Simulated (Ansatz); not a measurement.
# TiMo: equation of state with PBE

Crystal: TiMo.

```xyz
2
Lattice="1.5936 -2.3604 0.0000 1.5936 2.3604 0.0000 0.0000 0.0000 4.2507" Properties=species:S:1:pos:R:3 pbc="T T T"
Mo    0.0000    0.0000    0.0000
Ti    1.5936    0.0000    2.1254
```

The cell comes from a database or a generator and needn't be the stable form of this composition.

```yaml
Program: Ansatz 0.2.0
Task: equation of state
Functional: PBE
Potentials_or_basis: Ansatz PAW
Cutoff: 420 eV
Density_cutoff: 1680 eV
k_mesh: 10 × 10 × 6
Occupations: fermi-dirac, width 0.05 eV
Spin: no spin polarisation
```

```json
{"Equilibrium volume": "15.96 Å³/atom", "Bulk modulus at fixed shape and positions": "175 GPa", "Pressure derivative of the bulk modulus": "3.8"}
```

Energy against volume, from the lowest point:
```
volume (Å³/atom)  energy (meV/atom)
          15.030              32.78
          15.350              13.70
          15.669               3.03
          15.989               0.00
          16.309               3.90
          16.629              14.11
          16.948              30.03
```

All runs of the series together: 11 s on 2 threads of Intel(R) Xeon(R) Platinum 8488C (Sapphire Rapids), with other jobs on the host.

Caveat: the cell was scaled at fixed shape and fractional positions, which overstates the stiffness of a crystal with free parameters, most of all of layers and chains.
